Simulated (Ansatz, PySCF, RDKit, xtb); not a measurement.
# CH4Ge: a search for the lowest isomer

Only the formula CH4Ge is given. Aim: find the structure of lowest free energy at 1000 K, then its properties.

The funnel: GFN2-xTB relaxations, single points with a density functional, relaxations at B3LYP-D4/def2-TZVP, harmonic vibrations, and a last energy at a higher level. All values are calculated.

7 further runs of the same task are left out: 7 set aside as unsound or not needed.

## (1) Candidates

All bonding patterns within simple valence rules are listed by program: one Lewis structure each, at most two rings and one unusual centre or charged pair. O–O, O–halogen and N–halogen bonds and N–N–N chains are not drawn. That gives 5 candidates.

```csv
label,SMILES,spin
c049,[CH2]=[GeH2],singlet
c373,[CH][GeH3],triplet
c375,[CH3][GeH],triplet
c722,[CH3][GeH],singlet
c743,[CH][GeH3],singlet
```

Candidates are built by distance geometry, with a force field where one applies, in up to four conformers (letters a to d). 10 starts with atoms placed at random are added, to find patterns that the rules miss.

**Question.** With final energies at CCSD(T)/def2-TZVPP, which structure will this search put lowest in free energy, and by what margin?

| quantity | value |
| --- | --- |
| lowest structure found | [CH3][GeH], singlet, Cs |
| next finalist | [CH2]=[GeH2], singlet, 11.6 kcal/mol higher in G |
| share at equilibrium, among the finalists | 99.7 % |
| harmonic wavenumbers, lowest and highest (B3LYP-D4/def2-TZVP) | 147 and 3119 cm⁻¹ |
| rotational constants, same geometry | 2.948, 0.2998, 0.2864 cm⁻¹ |
| dipole moment (PBE0/def2-TZVPD) | 0.74 D |
| HOMO energy (PBE0/def2-TZVPD) | -6.42 eV |
| LUMO energy (PBE0/def2-TZVPD) | -2.59 eV |
| HOMO–LUMO gap (PBE0/def2-TZVPD) | 3.83 eV |
| lowest excitation (TD-CAM-B3LYP/def2-SVPD) | 2.41 eV (f = 0.013) |
| strongest of the states computed, same level | 6.41 eV (f = 0.228) |
| lowest triplet excitation, same level, Tamm-Dancoff | 1.34 eV |
| vertical ionisation energy | 8.68 eV |
| vertical electron affinity | 0.68 eV |
| vertical triplet less singlet | +1.39 eV |

The search ends on `[CH3][GeH]`. The margin of 11.6 kcal/mol over the next finalist is beyond the usual error of the last level; it says nothing of structures that weren't ranked. HF/STO-3G, r2SCAN-D4/def2-SVP, B3LYP-D4/def2-TZVP, HF/def2-TZVPP and MP2/def2-TZVPP already put its bonding pattern lowest among the structures in one piece. The search is not exhaustive (a finite list of starts, one conformer a finalist), so a lower isomer can't be ruled out. Patterns outside the rules of the enumeration were met only by chance.
